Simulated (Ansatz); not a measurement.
# C2H8O2Si: one species, many methods

One table from this session's results is given with a row withheld; the runs are named, their logs left out.

Computed with Ansatz 0.2.0, Gaussian basis. Level: functionals in def2-TZVPP, the program's frozen cores in correlated methods.

The runs, in order: PBE-D4, r2SCAN-D4, PBE0-D4, B3LYP-D4, ωB97X-V, ωB97M-V, B2PLYP; CCSD(T)/def2-TZVPP; MP2/def2-QZVPP; extrapolation to the limit.

### Structure used throughout

An earlier PBE0-D4 in a triple-zeta def2 set relaxation fixed the geometry.

SMILES `OCOC[SiH3]`, 13 atoms, charge 0, spin multiplicity 1.

Atoms are counted from 1 here; the program's logs count them from 0.

Bond lengths: O1–C2 1.397 Å, O1–H6 0.962 Å, C2–O3 1.394 Å, C2–H7 1.095 Å, C2–H8 1.096 Å, O3–C4 1.426 Å, C4–Si5 1.896 Å, C4–H9 1.094 Å, C4–H10 1.096 Å, Si5–H11 1.488 Å, Si5–H12 1.487 Å, Si5–H13 1.486 Å. Angles: C2–O1–H6 108.0°, O1–C2–O3 113.1°, O1–C2–H7 111.9°, O1–C2–H8 105.3°, O3–C2–H7 105.2°, O3–C2–H8 111.6°, H7–C2–H8 109.9°, C2–O3–C4 113.6°, O3–C4–Si5 112.2°, O3–C4–H9 106.7°, O3–C4–H10 110.6°, Si5–C4–H9 108.8°, Si5–C4–H10 111.7°, H9–C4–H10 106.5°, C4–Si5–H11 109.2°, C4–Si5–H12 111.1°, C4–Si5–H13 109.8°, H11–Si5–H12 108.8° and more.

Coordinates:

```
O    -1.5862    0.8311    1.5843
C    -0.6023   -0.1518    1.4561
O     0.5769    0.3246    0.8859
C     0.4433    0.6854   -0.4867
Si    0.7236   -0.7894   -1.6445
H    -1.2568    1.5045    2.1872
H    -0.3055   -0.5620    2.4266
H    -1.0571   -0.9382    0.8427
H     1.2072    1.4416   -0.6892
H    -0.5257    1.1645   -0.6672
H     0.5351   -0.3486   -3.0536
H    -0.2367   -1.8875   -1.3543
H     2.1047   -1.3090   -1.4725
```

Set-up of the first run:

File in.yaml:

```yaml
crystal:
  periodic: [false, false, false]
  atoms:
    - {symbol: O, position_ang: [-1.586188, 0.831145, 1.584277]}
    - {symbol: C, position_ang: [-0.602269, -0.151787, 1.456053]}
    - {symbol: O, position_ang: [0.576891, 0.324552, 0.885923]}
    - {symbol: C, position_ang: [0.443282, 0.685446, -0.486731]}
    - {symbol: Si, position_ang: [0.723632, -0.789359, -1.644500]}
    - {symbol: H, position_ang: [-1.256834, 1.504545, 2.187231]}
    - {symbol: H, position_ang: [-0.305499, -0.561988, 2.426625]}
    - {symbol: H, position_ang: [-1.057123, -0.938156, 0.842693]}
    - {symbol: H, position_ang: [1.207174, 1.441591, -0.689219]}
    - {symbol: H, position_ang: [-0.525678, 1.164511, -0.667190]}
    - {symbol: H, position_ang: [0.535091, -0.348583, -3.053575]}
    - {symbol: H, position_ang: [-0.236707, -1.887469, -1.354300]}
    - {symbol: H, position_ang: [2.104727, -1.309047, -1.472490]}
basis:
  gaussian: {orbitals: def2-TZVPP}
hamiltonian: {xc: pbe, dispersion: d4}
output: {forces: true, orbitals: {seedname: orbitals}}
```

Run with:

```console
$ ansatz run in.yaml --threads 4 --pin off --events-out ev --progress --plain --max-ram 10444MiB
```

Steps of the session up to this table: PBE-D4 (GGA); r2SCAN-D4 (meta-GGA); PBE0-D4 (hybrid); B3LYP-D4 (hybrid); ωB97X-V (range-separated); ωB97M-V (range-separated); B2PLYP (double hybrid); CCSD(T) in def2-TZVPP; MP2 in def2-QZVPP.

One of the session's tables, all rows but one given; the rest of the session is left out.

| method | atomisation energy (kJ/mol) |
| --- | --- |
| PBE-D4 | 4717.8 |
| r2SCAN-D4 | 4646.7 |
| PBE0-D4 | 4629.2 |
| B3LYP-D4 | 4638.3 |
| ωB97X-V | 4660.9 |
| ωB97M-V | 4656.6 |
| B2PLYP | 4587.9 |
| HF/def2-TZVPP | 3323.9 |
| MP2/def2-TZVPP | 4585.4 |
| CCSD/def2-TZVPP | ? |
| CCSD(T)/def2-TZVPP | 4529.6 |
| MP2/CBS | 4706.5 |
| CCSD(T)/CBS | 4650.7 |

**Question.** Estimate the row for CCSD/def2-TZVPP.

As computed: atomisation energy (kJ/mol): 4464.7. In the column «atomisation energy (kJ/mol)» it lies between HF/def2-TZVPP (3323.9) and CCSD(T)/def2-TZVPP (4529.6).
